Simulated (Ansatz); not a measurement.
# NaLaMnMoO6 (P1) in Ansatz: equation of state, part 2 of 2

Ansatz 0.2.0. The steps go on from the part before.

### 4 Single point, PBE, collinear spin, ferromagnetic start, 13.30 Å³/atom (volume scaled by 0.98)

input.yaml reads:

```yaml
crystal:
  lattice:
    - [5.3956617203, -0.0112241588, -0.0003377181]
    - [2.4272491703, 4.9017192705, -0.0184254996]
    - [0.1086657497, 2.6666912692, 5.0117557582]
  atoms:
    - { symbol: Na, position: [0.6974, 0.05972, 0.73638] }
    - { symbol: La, position: [0.41072, 0.51412, 0.00994] }
    - { symbol: Mn, position: [0.92147, 0.57866, 0.41655], spin: 4.0 }
    - { symbol: Mo, position: [0.21633, 0.9787, 0.33337], spin: 1.0 }
    - { symbol: O, position: [0.56869, 0.61375, 0.56391] }
    - { symbol: O, position: [0.40995, 0.05114, 0.05764] }
    - { symbol: O, position: [0.31236, 0.2107, 0.45135] }
    - { symbol: O, position: [0.04288, 0.86047, 0.1214] }
    - { symbol: O, position: [0.05836, 0.76646, 0.60633] }
    - { symbol: O, position: [0.86183, 0.36628, 0.20313] }
hamiltonian:
  xc: pbe
  pseudopotentials: { kind: paw }
magnetization:
  spin_polarized: true
kpoints:
  mp_grid: { grid: [6, 6, 5] }
scf:
  occupations: { method: fermi_dirac, width: 0.05 }
output:
  forces: true
  stress: true
  eigenvalues: true
  write_density: true
  write_potential: true
  elf: true
  volumetric_format: npy
```

The run is started by

```bash
$ ansatz run input.yaml --threads 8 --pin off --max-ram 20480MiB --backend cpu --events-out ev --progress --plain --runs-dir out
```

Wall time 19 s (8 threads of INTEL XEON PLATINUM 8581C at 2.30GHz (Emerald Rapids), shared host); peak memory 1.4 GiB.

It converged, with:

```
Free energy            : -20002.8943 eV
Pressure               : 3.2 GPa
Largest force          : 0.356 eV/Å
Band gap on the k mesh : 0.16 eV, indirect (least direct gap 0.33 eV)
Net moment             : 5.00 μB per cell
Absolute moment        : 5.03 μB per cell
Site moments           : Na +0.00; La +0.02; Mn +3.76; Mo +0.15; O +0.02, +0.04, +0.05, +0.06, +0.03 μB
```

Caveat: odd divisions of the mesh miss points on the zone boundary, where band edges often lie, so the gap on the mesh can be too wide; the pressure holds a Pulay correction of +0.5 GPa for the finite cutoff; spin-orbit coupling is left out, which moves the levels of the heavy elements; a cell with one magnetic atom can't hold antiferromagnetic order, which such compounds often take.

### 5 Single point, PBE, collinear spin, ferromagnetic start, 13.57 Å³/atom

Edit input.yaml of step 4 so:

```diff
@@ -2,5 +2,5 @@
   lattice:
-    - [5.3956617203, -0.0112241588, -0.0003377181]
-    - [2.4272491703, 4.9017192705, -0.0184254996]
-    - [0.1086657497, 2.6666912692, 5.0117557582]
+    - [5.43212, -0.0113, -0.00034]
+    - [2.44365, 4.93484, -0.01855]
+    - [0.1094, 2.68471, 5.04562]
   atoms:
@@ -29,5 +29 @@
   eigenvalues: true
-  write_density: true
-  write_potential: true
-  elf: true
-  volumetric_format: npy
```

The run is started by

```bash
$ ansatz run input.yaml --threads 8 --pin off --max-ram 20480MiB --backend cpu --events-out ev --progress --plain --runs-dir out
```

Run time: 17 s. Hardware: 8 threads of INTEL XEON PLATINUM 8581C at 2.30GHz (Emerald Rapids), shared host; peak memory 1.4 GiB.

The run converged. Its results:

- Free energy: -20002.9206 eV
- Pressure: 0.0 GPa
- Largest force: 0.019 eV/Å
- Band gap on the k mesh: 0.17 eV, indirect (least direct gap 0.33 eV)
- Net moment: 5.00 μB per cell
- Absolute moment: 5.03 μB per cell
- Site moments: Na +0.00; La +0.02; Mn +3.79; Mo +0.15; O +0.01, +0.04, +0.06, +0.03, +0.02 μB

Caveat: odd divisions of the mesh miss points on the zone boundary, where band edges often lie, so the gap on the mesh can be too wide; the pressure holds a Pulay correction of +0.5 GPa for the finite cutoff; spin-orbit coupling is left out, which moves the levels of the heavy elements; a cell with one magnetic atom can't hold antiferromagnetic order, which such compounds often take.

### 6 Single point, PBE, collinear spin, ferromagnetic start, 13.84 Å³/atom (volume scaled by 1.02)

Edit input.yaml of step 5 so:

```diff
@@ -2,5 +2,5 @@
   lattice:
-    - [5.43212, -0.0113, -0.00034]
-    - [2.44365, 4.93484, -0.01855]
-    - [0.1094, 2.68471, 5.04562]
+    - [5.4680953531, -0.0113748366, -0.0003422517]
+    - [2.4598335842, 4.967522012, -0.0186728513]
+    - [0.1101245244, 2.7024900546, 5.0790356758]
   atoms:
```

Potentials or basis: Ansatz PAW.

The run is started by

```bash
$ ansatz run input.yaml --threads 8 --pin off --max-ram 20480MiB --backend cpu --events-out ev --progress --plain --runs-dir out
```

It took 17 s on 8 threads of INTEL XEON PLATINUM 8581C at 2.30GHz (Emerald Rapids), shared host; peak memory 1.4 GiB.

Results (log left out):

- Free energy: -20002.8964 eV
- Pressure: -2.8 GPa
- Largest force: 0.324 eV/Å
- Band gap on the k mesh: 0.18 eV, indirect (least direct gap 0.33 eV)
- Net moment: 5.00 μB per cell
- Absolute moment: 5.03 μB per cell
- Site moments: Na +0.00; La +0.02; Mn +3.81; Mo +0.15; O +0.01, +0.03, +0.04, +0.06, +0.02 μB

Caveat: odd divisions of the mesh miss points on the zone boundary, where band edges often lie, so the gap on the mesh can be too wide; the pressure holds a Pulay correction of +0.5 GPa for the finite cutoff; spin-orbit coupling is left out, which moves the levels of the heavy elements; a cell with one magnetic atom can't hold antiferromagnetic order, which such compounds often take.

### 7 Single point, PBE, collinear spin, ferromagnetic start, 14.11 Å³/atom (volume scaled by 1.04)

Edit input.yaml of step 6 so:

```diff
@@ -2,5 +2,5 @@
   lattice:
-    - [5.4680953531, -0.0113748366, -0.0003422517]
-    - [2.4598335842, 4.967522012, -0.0186728513]
-    - [0.1101245244, 2.7024900546, 5.0790356758]
+    - [5.5036034607, -0.0114487013, -0.0003444742]
+    - [2.4758069771, 4.9997795523, -0.0187941069]
+    - [0.1108396388, 2.720039183, 5.1120173511]
   atoms:
```

The run is started by

```bash
$ ansatz run input.yaml --threads 8 --pin off --max-ram 20480MiB --backend cpu --events-out ev --progress --plain --runs-dir out
```

Run time: 17 s. Hardware: 8 threads of INTEL XEON PLATINUM 8581C at 2.30GHz (Emerald Rapids), shared host; peak memory 1.4 GiB.

It converged, with:

```yaml
Free_energy: -20002.8266 eV
Pressure: -5.4 GPa
Largest_force: 0.627 eV/Å
Band_gap_on_the_k_mesh: 0.18 eV, indirect (least direct gap 0.34 eV)
Net_moment: 5.00 μB per cell
Absolute_moment: 5.04 μB per cell
Site_moments: Na +0.00; La +0.02; Mn +3.84; Mo +0.15; O +0.01, +0.03, +0.04, +0.06, +0.02 μB
```

Caveat: odd divisions of the mesh miss points on the zone boundary, where band edges often lie, so the gap on the mesh can be too wide; the pressure holds a Pulay correction of +0.5 GPa for the finite cutoff; spin-orbit coupling is left out, which moves the levels of the heavy elements; a cell with one magnetic atom can't hold antiferromagnetic order, which such compounds often take.

### 8 Single point, PBE, collinear spin, ferromagnetic start, 14.38 Å³/atom (volume scaled by 1.06)

Edit input.yaml of step 7 so:

```diff
@@ -2,5 +2,5 @@
   lattice:
-    - [5.5036034607, -0.0114487013, -0.0003444742]
-    - [2.4758069771, 4.9997795523, -0.0187941069]
-    - [0.1108396388, 2.720039183, 5.1120173511]
+    - [5.5386592049, -0.0115216249, -0.0003466684]
+    - [2.4915768735, 5.0316261406, -0.0189138179]
+    - [0.1115456428, 2.7373647405, 5.1445788491]
   atoms:
```

The run is started by

```bash
$ ansatz run input.yaml --threads 8 --pin off --max-ram 20480MiB --backend cpu --events-out ev --progress --plain --runs-dir out
```

It took 18 s on 8 threads of INTEL XEON PLATINUM 8581C at 2.30GHz (Emerald Rapids), shared host; peak memory 1.4 GiB.

Results (log left out):

* Free energy: -20002.7160 eV
* Pressure: -7.7 GPa
* Largest force: 0.906 eV/Å
* Band gap on the k mesh: 0.19 eV, indirect (least direct gap 0.34 eV)
* Net moment: 5.00 μB per cell
* Absolute moment: 5.04 μB per cell
* Site moments: Na +0.00; La +0.01; Mn +3.86; Mo +0.15; O +0.01, +0.03, +0.04, +0.06, +0.02 μB

Caveat: odd divisions of the mesh miss points on the zone boundary, where band edges often lie, so the gap on the mesh can be too wide; the pressure holds a Pulay correction of +0.5 GPa for the finite cutoff; spin-orbit coupling is left out, which moves the levels of the heavy elements; a cell with one magnetic atom can't hold antiferromagnetic order, which such compounds often take.

### 9 Equation of state, PBE, collinear spin, ferromagnetic start

Potentials or basis: Ansatz PAW.

No new run: the results of the series are fitted here.

What came out:

```yaml
Equilibrium_volume: 13.57 Å³/atom
Bulk_modulus_at_fixed_shape_and_positions: 149 GPa
Pressure_derivative_of_the_bulk_modulus: 4.4
```

Energy against volume, from the lowest point:
```tsv
volume (Å³/atom)	energy (meV/atom)
12.752	25.50
13.024	10.93
13.295	2.63
13.566	0.00
13.838	2.42
14.109	9.40
14.380	20.46
```

Caveat: the cell was scaled at fixed shape and fractional positions, which overstates the stiffness of a crystal with free parameters, most of all of layers and chains. The run has no spin-orbit coupling, so splittings on La are missing.
